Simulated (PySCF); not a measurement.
# C3H9Al (SMILES [CH3][Al]([CH3])[CH3]): levels of theory compared

Aim: a comparison of 6 runs (HF/3-21G, B3LYP/3-21G, PBE/3-21G, B3LYP/6-31G*, PBE0/def2-SVP) of C3H9Al. 

The calculation is run with PySCF 2.14.0.

## Step 1: The structure to begin with

C3H9Al has 13 atoms, charge 0, and is taken as a singlet. As SMILES, `[CH3][Al]([CH3])[CH3]`. The coordinates come from a PBE0-D4/def2-TZVP relaxation.

Bond lengths: C1–Al2 1.959 Å, Al2–C3 1.959 Å, Al2–C4 1.959 Å, C1–H5 1.094 Å, C1–H6 1.097 Å, C1–H7 1.094 Å, C3–H8 1.094 Å, C3–H9 1.094 Å, C3–H10 1.097 Å, C4–H11 1.094 Å, C4–H12 1.097 Å, C4–H13 1.094 Å. Some angles: C1–Al2–C3 120.0°, C1–Al2–C4 119.9°, C3–Al2–C4 120.0°, Al2–C1–H5 112.7°, Al2–C1–H6 109.9°, Al2–C1–H7 112.7°, Al2–C3–H8 112.6°, Al2–C3–H9 112.7°, Al2–C3–H10 109.9°, Al2–C4–H11 112.7°.

## Step 2: Energy and gradient at HF/3-21G (run 1)

calc.py

```python
# [CH3][Al]([CH3])[CH3]
from pyscf import gto

mol = gto.M(
    atom='''
C     -0.933714     3.220320    -1.563843
Al     0.075910    -0.006765    -0.058411
C      2.308055    -0.051401     2.893738
C     -1.296900    -3.175893    -1.389440
H      0.497678     4.692473    -1.328629
H     -2.655746     3.920842    -0.645417
H     -1.367992     3.057974    -3.578007
H      3.622510     1.543377     2.921668
H      3.406534    -1.796147     3.037054
H      1.184556     0.082222     4.631416
H     -1.719348    -3.074169    -3.410067
H     -3.082502    -3.627896    -0.437075
H     -0.039023    -4.784938    -1.072968
''',
    verbose=3,
    basis='3-21g',
    unit='bohr',
    max_memory=1860,
    spin=0,
)

calc0 = mol.RHF()
calc0.conv_tol = 1e-10
calc0.kernel()
if not calc0.converged:
    calc0 = calc0.newton().run(calc0.mo_coeff, calc0.mo_occ)

e_final = calc0.e_tot
print('E = %.10f Eh' % e_final)
grad = calc0.nuc_grad_method().kernel()
dip = calc0.dip_moment()
pop, q = calc0.mulliken_pop()
```

Launch:

```sh
OMP_NUM_THREADS=1 python calc.py
```

What it wrote:

```text
converged SCF energy = -358.808504841306
[... 9 lines left out ...]
Dipole moment(X, Y, Z, Debye): -0.03595,  0.00347,  0.02755
[... 72 lines left out ...]
charge of   12H =      0.20766
```

Run time: 1.6 s. Hardware: 1 thread of Arm Neoverse V2, shared host; peak memory 0.13 GiB.

## Step 3: Energy and forces at B3LYP/3-21G (run 2)

run.py

```python
from pyscf import gto, dft

mol = gto.M(
    atom=[
    ('C', (-0.494100, 1.704120, -0.827550)),
    ('Al', (0.040170, -0.003580, -0.030910)),
    ('C', (1.221370, -0.027200, 1.531300)),
    ('C', (-0.686290, -1.680610, -0.735260)),
    ('H', (0.263360, 2.483150, -0.703080)),
    ('H', (-1.405360, 2.074820, -0.341540)),
    ('H', (-0.723910, 1.618210, -1.893400)),
    ('H', (1.916950, 0.816720, 1.546080)),
    ('H', (1.802660, -0.950480, 1.607140)),
    ('H', (0.626840, 0.043510, 2.450840)),
    ('H', (-0.909840, -1.626780, -1.804530)),
    ('H', (-1.631190, -1.919800, -0.231290)),
    ('H', (-0.020650, -2.532080, -0.567790)),
],
    basis='3-21g',
    charge=0,
    spin=0,
    verbose=3,
    max_memory=1860,
)

mf = dft.RKS(mol)
mf.xc = 'b3lyp'
mf.conv_tol = 1e-10
mf.grids.level = 5
mf.kernel()
if not mf.converged:
    mf = mf.newton().run(mf.mo_coeff, mf.mo_occ)

e_tot = mf.e_tot
print('E = %.10f Eh' % e_tot)
grad = mf.nuc_grad_method().kernel()
mf.analyze()
```

Launch:

```sh
OMP_NUM_THREADS=1 python run.py
```

What it wrote:

```text
converged SCF energy = -360.228500548056
[... 17 lines left out ...]
MO #8   energy= -2.62377082155687  occ= 2
[... 9 lines left out ...]
MO #18  energy= -0.366914175356563 occ= 2
[... 9 lines left out ...]
MO #28  energy= 0.196445126502995  occ= 0
[... 9 lines left out ...]
MO #38  energy= 0.717261847893395  occ= 0
[... 9 lines left out ...]
MO #48  energy= 1.05278851213301   occ= 0
[... 9 lines left out ...]
MO #58  energy= 1.74487872433934   occ= 0
[... 14 lines left out ...]
Dipole moment(X, Y, Z, Debye): -0.07255,  0.00665,  0.05582
```

Run time: 15 s. Hardware: 1 thread of Arm Neoverse V2, shared host; peak memory 0.59 GiB.

## Step 4: Energy and forces at PBE/3-21G (run 3)

job.py

```python
import pyscf.grad
from pyscf import gto, dft

system = gto.M(
    atom='''
C     -0.494100     1.704120    -0.827550
Al     0.040170    -0.003580    -0.030910
C      1.221370    -0.027200     1.531300
C     -0.686290    -1.680610    -0.735260
H      0.263360     2.483150    -0.703080
H     -1.405360     2.074820    -0.341540
H     -0.723910     1.618210    -1.893400
H      1.916950     0.816720     1.546080
H      1.802660    -0.950480     1.607140
H      0.626840     0.043510     2.450840
H     -0.909840    -1.626780    -1.804530
H     -1.631190    -1.919800    -0.231290
H     -0.020650    -2.532080    -0.567790
''',
    max_memory=1860,
    verbose=4,
    spin=0,
    basis='3-21g',
    charge=0,
)

mf = dft.RKS(system, xc='pbe')
mf.grids.level = 5
mf.conv_tol = 1e-10
mf.kernel()
if not mf.converged:
    mf = mf.newton().run(mf.mo_coeff, mf.mo_occ)

energy = mf.e_tot
print(f'total energy: {energy:.8f} hartree')
grad = mf.Gradients().kernel()
dip = mf.dip_moment()
pop, q = mf.mulliken_pop()
```

Launch:

```sh
OMP_NUM_THREADS=1 python job.py
```

What it wrote:

```text
PySCF version 2.14.0

[... 82 lines left out ...]
converged SCF energy = -359.873991365119
total energy: -359.87399137 hartree
[... 12 lines left out ...]
Dipole moment(X, Y, Z, Debye): -0.09249,  0.00843,  0.07117
[... 72 lines left out ...]
charge of   12H =      0.22003
```

Run time: 16 s. Hardware: 1 thread of Arm Neoverse V2, shared host; peak memory 0.59 GiB.

Runs 4 to 5 aren't shown in full; the table further down has their settings and results.

## Step 5: Energy and forces at PBE0/def2-SVP (run 6)

input.py

```python
from pyscf import gto, dft

mol = gto.M(
    atom='''
C   -0.494100   1.704120  -0.827550
Al   0.040170  -0.003580  -0.030910
C    1.221370  -0.027200   1.531300
C   -0.686290  -1.680610  -0.735260
H    0.263360   2.483150  -0.703080
H   -1.405360   2.074820  -0.341540
H   -0.723910   1.618210  -1.893400
H    1.916950   0.816720   1.546080
H    1.802660  -0.950480   1.607140
H    0.626840   0.043510   2.450840
H   -0.909840  -1.626780  -1.804530
H   -1.631190  -1.919800  -0.231290
H   -0.020650  -2.532080  -0.567790
''',
    verbose=3,
    basis='def2-svp',
    max_memory=1860,
    spin=0,
)

calc0 = dft.RKS(mol, xc='pbe0')
calc0.conv_tol = 1e-10
calc0.grids.level = 5
calc0.kernel()
if not calc0.converged:
    calc0 = calc0.newton().run(calc0.mo_coeff, calc0.mo_occ)

energy = calc0.e_tot
print('E = %.10f Eh' % energy)
grad = calc0.nuc_grad_method().kernel()
dip = calc0.dip_moment()
pop, q = calc0.mulliken_pop()
```

Launch:

```sh
OMP_NUM_THREADS=1 python input.py
```

What it wrote:

```text
converged SCF energy = -361.748302021532
[... 9 lines left out ...]
Dipole moment(X, Y, Z, Debye): -0.03196,  0.00289,  0.02472
[... 119 lines left out ...]
charge of   12H =      0.06287
```

Wall time 35 s (1 thread of Arm Neoverse V2, shared host); peak memory 1.1 GiB.

## Step 6: The series

```
run                               level  integration grid  Cartesian functions  energy (Eh)  dipole moment (D)  HOMO energy (eV)  LUMO energy (eV)  wall time
  1                            HF/3-21G                 –                   no  -358.808505               0.05            -10.47              2.48      1.6 s
  2                         B3LYP/3-21G                 5                   no  -360.228501               0.09             -7.09             -0.43       15 s
  3                           PBE/3-21G                 5                   no  -359.873991               0.12             -6.02             -0.98       16 s
  4  B3LYP/6-31G* (spherical functions)                 5                   no  -362.184780               0.05             -7.05             -0.45       26 s
  5  B3LYP/6-31G* (Cartesian functions)                 5                  yes  -362.188769               0.05             -7.05             -0.45       27 s
  6                       PBE0/def2-SVP                 5                   no  -361.748302               0.04             -7.49             -0.32       35 s
```

## Step 7: What came out

| quantity | value |
| --- | --- |
| run 6: total energy | -361.74830 Eh |
| run 6: dipole moment | 0.04 D |
| run 6: HOMO energy | -7.49 eV |
| run 6: LUMO energy | -0.32 eV |
| run 6: HOMO–LUMO gap | 7.18 eV |
| run 6: largest force on an atom | 0.296 eV/Å |

In words: The dipole moment (its size) runs from 0.04 D (PBE0/def2-SVP) to 0.12 D (PBE/3-21G). The two ends differ in method and basis. The HOMO–LUMO gap runs from 5.04 eV (PBE/3-21G) to 12.95 eV (HF/3-21G). Exact exchange widens orbital gaps. Totals of different functionals can't be ranked against each other. All runs together took 2 min, the longest 35 s.
